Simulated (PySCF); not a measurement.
# B2ClH7P2: the cost of one run

Computed with PySCF 2.14.0, with density-fitted response routines of our own, on a single molecule in the gas phase. Atoms count from 0, in the outputs and in this text.

**1. Starting geometry**

12 atoms, charge 0, multiplicity 1; geometry from: GFN2-xTB. The atoms were then displaced at random by about 0.01 Å, so the start is not that level's minimum.

Bonds of the start (Å): Cl0–B1 1.84, B1–P2 1.96, P2–B3 1.92, B3–P4 1.99, P4–B1 1.96, B1–H5 1.18, P2–H6 1.40, P2–H7 1.42, B3–H8 1.16, B3–H9 1.19, P4–H10 1.38, P4–H11 1.39.

**2. Optimising the geometry at PBE0-D3(BJ)/def2-SVP**

What the job is given:

```
{"job": {"xc": "PBE0", "basis": "def2-SVP", "d3": "d3bj", "grid": 1, "shake": 0.01, "kind": "geom"}, "charge": 0, "multiplicity": 1}
Cl    -0.174710    -2.863040     0.111670
B      0.015040    -1.201630    -0.658300
P      1.290740    -0.047670     0.278920
B      0.100760     1.460300     0.175290
P     -1.335770     0.117440    -0.114860
H      0.187190    -1.227550    -1.828830
H      1.522800    -0.521240     1.572840
H      2.662180     0.029450    -0.091520
H      0.251790     2.044860    -0.819450
H     -0.033660     2.125600     1.154360
H     -2.485650     0.350190    -0.848790
H     -1.961040    -0.294980     1.059650
```

Started as:

```sh
$ OMP_NUM_THREADS=1 python probes_run.py task.json out
```

This one command runs all jobs of the session in turn.

Q: Estimate the wall time and peak memory of this first job on 1 thread of Arm Neoverse V1, shared host.

About 46 s, with a peak of 0.48 GiB.
